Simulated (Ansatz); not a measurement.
**CH8BNO3: basis-set convergence**

An exercise on one series of results from a longer session: the logs are not shown, and one member is left open.

Computed with Ansatz 0.2.0, Gaussian basis. Level: one geometry, several basis sets.

Levels to be run: PBE0-D4/def2-SVP; ωB97M-V/def2-SVP; PBE0-D4/def2-QZVPP; ωB97M-V/def2-QZVPP; the functionals' def2-TZVPP values are taken from earlier runs.

### Structure used throughout

All runs share one geometry, relaxed beforehand with PBE0-D4 in a triple-zeta def2 set.

SMILES `C[NH2+][B-](O)(O)O`, 14 atoms, charge 0, spin multiplicity 1.

Atoms are counted from 1 here; the program's logs count them from 0.

Bond lengths: C1–N2 1.465 Å, C1–H7 1.091 Å, C1–H8 1.089 Å, C1–H9 1.089 Å, N2–B3 1.701 Å, N2–H10 1.015 Å, N2–H11 1.015 Å, B3–O4 1.432 Å, B3–O5 1.434 Å, B3–O6 1.432 Å, O4–H12 0.958 Å, O5–H13 0.958 Å, O6–H14 0.958 Å. Angles: N2–C1–H7 112.0°, N2–C1–H8 108.1°, N2–C1–H9 108.1°, H7–C1–H8 110.1°, H7–C1–H9 109.8°, H8–C1–H9 108.7°, C1–N2–B3 114.7°, C1–N2–H10 111.1°, C1–N2–H11 111.3°, B3–N2–H10 106.0°, B3–N2–H11 106.3°, H10–N2–H11 107.0°, N2–B3–O4 103.7°, N2–B3–O5 102.1°, N2–B3–O6 104.4°, O4–B3–O5 114.9°, O4–B3–O6 114.7°, O5–B3–O6 114.7° and more.

The first run:

in.yaml

```yaml
crystal:
  periodic: [false, false, false]
  atoms:
    - {symbol: C, position_ang: [-0.052258, -1.535021, 0.859495]}
    - {symbol: N, position_ang: [0.745182, -0.553672, 0.120605]}
    - {symbol: B, position_ang: [-0.122408, 0.808413, -0.414806]}
    - {symbol: O, position_ang: [-0.492860, 1.471689, 0.798517]}
    - {symbol: O, position_ang: [0.856589, 1.496653, -1.205136]}
    - {symbol: O, position_ang: [-1.217981, 0.264229, -1.158961]}
    - {symbol: H, position_ang: [0.542717, -2.396673, 1.167494]}
    - {symbol: H, position_ang: [-0.872020, -1.855722, 0.219191]}
    - {symbol: H, position_ang: [-0.466747, -1.041318, 1.736968]}
    - {symbol: H, position_ang: [1.503883, -0.194736, 0.691852]}
    - {symbol: H, position_ang: [1.165011, -0.966328, -0.706443]}
    - {symbol: H, position_ang: [-1.446597, 1.549778, 0.837201]}
    - {symbol: H, position_ang: [0.992375, 2.374299, -0.846288]}
    - {symbol: H, position_ang: [-1.147789, 0.549110, -2.070789]}
basis:
  gaussian: {orbitals: def2-SVP}
hamiltonian: {xc: pbe0, dispersion: d4}
output: {orbitals: {seedname: orbitals}}
```

Run with:

```sh
> ansatz run in.yaml --threads 4 --pin off --events-out ev --progress --plain --max-ram 11315MiB
```

Steps of the session up to this table: PBE0-D4 in def2-SVP; ωB97M-V in def2-SVP; PBE0-D4 in def2-QZVPP; ωB97M-V in def2-QZVPP.

One of the session's tables, all rows but one given; the rest of the session is left out.

It belongs to the step «Functionals by basis». 

```
functional       basis  HOMO (eV)  LUMO (eV)
   PBE0-D4    def2-SVP      -7.25       1.31
   PBE0-D4  def2-TZVPP      -7.63       0.59
   PBE0-D4  def2-QZVPP          ?          ?
   ωB97M-V    def2-SVP      -9.71       2.92
   ωB97M-V  def2-TZVPP     -10.09       1.98
   ωB97M-V  def2-QZVPP     -10.15       1.26
```

**Question.** Estimate the row for PBE0-D4, def2-QZVPP.

As computed: HOMO (eV): -7.69; LUMO (eV): 0.16. In the column «HOMO (eV)» it lies between ωB97M-V, def2-SVP (-9.71) and PBE0-D4, def2-TZVPP (-7.63).
